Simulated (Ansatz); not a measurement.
# GeH4O: the cost of one run

Program: Ansatz 0.2.0. Level of theory: RKS PBE0/def2-SVP. These are calculated values, not measurements.

## (1) The starting structure

Bond lengths: Ge1–H2 1.550 Å, Ge1–H3 1.550 Å, Ge1–H4 1.549 Å, Ge1–O5 1.769 Å, O5–H6 1.010 Å. Angles: H2–Ge1–H3 109.5°, H2–Ge1–H4 109.5°, H2–Ge1–O5 109.5°, H3–Ge1–H4 109.5°, H3–Ge1–O5 109.5°, H4–Ge1–O5 109.5°, Ge1–O5–H6 109.5°.

As a file:

```xyz
6

Ge    0.0000    0.0000    0.0000
H     0.0000    0.0000    1.5500
H     1.4616    0.0000   -0.5162
H    -0.7300    1.2648   -0.5162
O    -0.8337   -1.4443   -0.5894
H    -1.2883   -1.9100    0.1830
```

## (2) Relaxing the start

The input, input.yaml:

```yaml
crystal:
  periodic: [false, false, false]
  atoms:
    - { symbol: Ge, position_ang: [0.0, 0.0, 0.0] }
    - { symbol: H, position_ang: [0.0, 0.0, 1.55] }
    - { symbol: H, position_ang: [1.4616, 0.0, -0.5162] }
    - { symbol: H, position_ang: [-0.73, 1.2648, -0.5162] }
    - { symbol: O, position_ang: [-0.8337, -1.4443, -0.5894] }
    - { symbol: H, position_ang: [-1.2883, -1.91, 0.183] }
basis:
  gaussian: { orbitals: def2-SVP }
hamiltonian:
  xc: pbe0
relax:
  f_tol: 0.02
  max_steps: 40
```

The run is started by

```bash
> ansatz run input.yaml --threads 1 --pin off --max-ram 2048MiB --backend cpu --events-out ev --progress --plain --runs-dir out
```

What time and memory should one allow on 1 thread of Intel Xeon Platinum 8259CL at 2.50GHz (Skylake/Cascade Lake), shared host?

About 30 s, with a peak of 0.14 GiB.
